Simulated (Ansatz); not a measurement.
Run this with Ansatz 0.2.0 through its Python package and show what comes out.

The script, `tae_ch6osisn.py`:
```python
"""Energy to split CH6OSiSn into its atoms."""

from collections import Counter

import ansatz as az

params = {
    "basis": "def2-SVPD",
    "xc": "HF",
}


def energy(molecule, charge=0, unpaired=0):
    calc = (
        molecule.calculation()
        .basis(gaussian=params["basis"])  # atom-centred Gaussian functions
        .functional(params["xc"])
    )
    if charge:
        calc = calc.charge(charge)
    if unpaired:
        calc = calc.spin("collinear", total=unpaired)
    report = calc.run().report
    if report["published_state_doubts"]:
        print("  doubts:", report["published_state_doubts"])
    return report["free_energy_ev"]

GEOMETRY = """
Sn   -0.20710    1.52310    0.26450
C    -0.33770   -0.54630    0.61100
O     0.88500   -1.07140    0.76110
Si    0.35650   -1.53780   -0.80370
H     1.11060    1.91980   -0.80170
H    -0.07360    2.42600    1.77510
H    -1.70900    2.07910   -0.52690
H    -1.04460   -0.99480    1.27600
H     0.02990   -2.97910   -0.73560
H     1.07320   -0.86970   -1.81680
"""

system = az.Crystal.molecule()
for line in GEOMETRY.strip().splitlines():
    symbol, *xyz = line.split()
    system = system.atom(symbol, [float(v) for v in xyz])

# unpaired electrons of the ground-state atoms
unpaired = {"Sn": 2, "C": 2, "O": 2, "Si": 2, "H": 1}
counts = Counter(site.symbol for site in system.cartesian_sites)
atom_energy = {s: energy(az.Crystal.molecule().atom(s, (0, 0, 0)), 0, unpaired[s]) for s in counts}
whole = energy(system, 0, 0)
for s, e in atom_energy.items():
    print(f"{s:2s} x{counts[s]}  {e:14.5f} eV")
print(f"CH6OSiSn: {whole:.5f} eV")
split = sum(counts[s] * e for s, e in atom_energy.items()) - whole
print(f"atomisation energy (no zero-point term): {split:.3f} eV, {split / sum(counts.values()):.3f} eV an atom")
```

Output of `python tae_ch6osisn.py`:
```text
Sn x1     -5805.18161 eV
C  x1     -1024.40679 eV
O  x1     -2033.34983 eV
Si x1     -7857.40309 eV
H  x6       -13.58606 eV
CH6OSiSn: -16822.86832 eV
atomisation energy (no zero-point term): 21.011 eV, 2.101 eV an atom
```

21.011 eV from the electronic energies, without the zero-point term.

Reading the output:
- Total energies depend on the basis set; only differences at equal settings carry meaning.
- The geometry is a force-field or estimated start, not a minimum of this method, and the basis set is short of its limit. All parts are taken at fixed geometry, without zero-point energy.
- def2 sets replace the cores of elements past krypton by effective core potentials.
- Hartree-Fock leaves correlation out, so bond, atomisation and ionisation energies come out well too low.
- The spin-orbit lowering of heavy atoms is left out.
- Finished in 2.6 s on 1 thread of Arm Neoverse V1 (shared host), peak memory 0.34 GiB.
